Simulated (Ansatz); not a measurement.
## HfMoC2 under changes of volume

One of the cells (11.421 Å³/atom); the others are scaled copies at fixed shape and fractional positions:

```
CELL_PARAMETERS angstrom
3.19142 0.00000 0.00000
0.00000 3.19142 0.00000
0.00000 0.00000 4.48516
ATOMIC_POSITIONS crystal
Hf 0.00000 0.00000 0.00000
Mo 0.50000 0.50000 0.50000
C 0.50000 0.50000 0.00000
C 0.00000 0.00000 0.50000
```

The cell comes from a database or a generator and needn't be the stable form of this composition.

* Program: Ansatz 0.2.0
* Functional: PBE
* Potentials or basis: Ansatz PAW
* Cutoff: 420 eV (not typed: the program's choice for these potentials)
* k mesh: 8 × 8 × 6
* Occupations: fermi-dirac, width 0.05 eV
* Spin: no spin polarisation

```csv
volume (Å³/atom),energy over the lowest point (meV/atom),pressure (GPa)
10.735,33.32,17.9
10.964,13.00,10.8
11.192,2.18,4.5
11.421,0.00,-1.3
11.649,5.59,-6.4
11.877,18.15,-11.1
12.106,?,?
```

Q: What does the run at 12.106 Å³/atom give?

A: Energy over the lowest point 37.02 meV/atom; pressure -15.3 GPa.

Worked out: A Birch-Murnaghan fit of order 3 (a polynomial in V^(-2/3)) to the other rows has its minimum at 11.37 Å³/atom with B0 = V·E''(V) = 278 GPa and B' = 4.0 at fixed shape and positions, which overstates the stiffness. It gives 37.18 meV/atom at 12.106 Å³/atom, against the run's 37.02, and -dE/dV = -15.4 GPa, against -15.3.

Energies are extrapolated to zero smearing.
